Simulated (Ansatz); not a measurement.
# Cd2S: the cost of one run

Program: Ansatz 0.2.0. Level of theory: DFT PBE, scalar-relativistic, plane waves, PAW. These are calculated values, not measurements.

### Step 1. The starting structure

The structure is tetragonal, space group P4/mmm (No. 123). The conventional cell has a = 5.205 Å, b = 5.205 Å, c = 3.914 Å, α = 90.00°, β = 90.00°, γ = 90.00°. Cd (site symmetry mmm) is surrounded by 2 S at 2.60 Å. Around S (site symmetry 4/mmm) lie 4 Cd at 2.60 Å.

As a file:

```
CELL_PARAMETERS angstrom
5.20506 0.00000 0.00000
0.00000 5.20506 0.00000
0.00000 0.00000 3.91400
ATOMIC_POSITIONS crystal
Cd 0.00000 0.50000 0.00000
Cd 0.50000 0.00000 0.00000
S 0.00000 0.00000 0.00000
```

The cell was relaxed beforehand at this level, from a generated guess; it is a trial structure. At a tolerance of 0.05 Å it has space group P4/mmm (No. 123); it has 35.35 Å³/atom, an uncorrected energy of +0.22 eV/atom over the elements.

### Step 2. Static run: bands, density of states and charges

Contents of input.yaml:

```yaml
crystal:
  lattice:
    - [5.2050600711, 0.0, 0.0]
    - [0.0, 5.2050600711, 0.0]
    - [0.0, 0.0, 3.9139972623]
  atoms:
    - { symbol: Cd, position: [0.0, 0.5, 0.0] }
    - { symbol: Cd, position: [0.5, 0.0, 0.0] }
    - { symbol: S, position: [0.0, 0.0, 0.0] }
basis:
  ecutwfc: 420
kpoints:
  mp_grid: { grid: [10, 10, 12] }
  band_path:
    path:
      - [[0.0, 0.0, 0.0], [0.0, 0.5, 0.0], [0.5, 0.5, 0.0], [0.0, 0.0, 0.0], [0.0, 0.0, 0.5], [0.0, 0.5, 0.5], [0.5, 0.5, 0.5], [0.0, 0.0, 0.5]]
      - [[0.0, 0.5, 0.0], [0.0, 0.5, 0.5]]
      - [[0.5, 0.5, 0.0], [0.5, 0.5, 0.5]]
    npoints: 14
hamiltonian:
  xc: pbe
scf:
  occupations: { method: gaussian, width: 0.1 }
  n_extra_bands: 7
output:
  forces: true
  stress: true
  eigenvalues: true
  populations: true
  dos: { projected: true, de: 0.02, nscf_kmesh: { grid: [12, 12, 15] } }
  bader: true
  write_density: true
  write_potential: true
  elf: true
  volumetric_format: npy
```

Started as:

```console
$ ansatz run input.yaml --threads 1 --pin off --max-ram 2560MiB --backend cpu --events-out ev --progress --plain --runs-dir out
```

**Question.** How long does this run take on 1 thread of Intel Xeon Platinum 8259CL at 2.50GHz (Skylake/Cascade Lake), shared host, and how much memory does it need?

About 83 s, with a peak of 0.73 GiB.
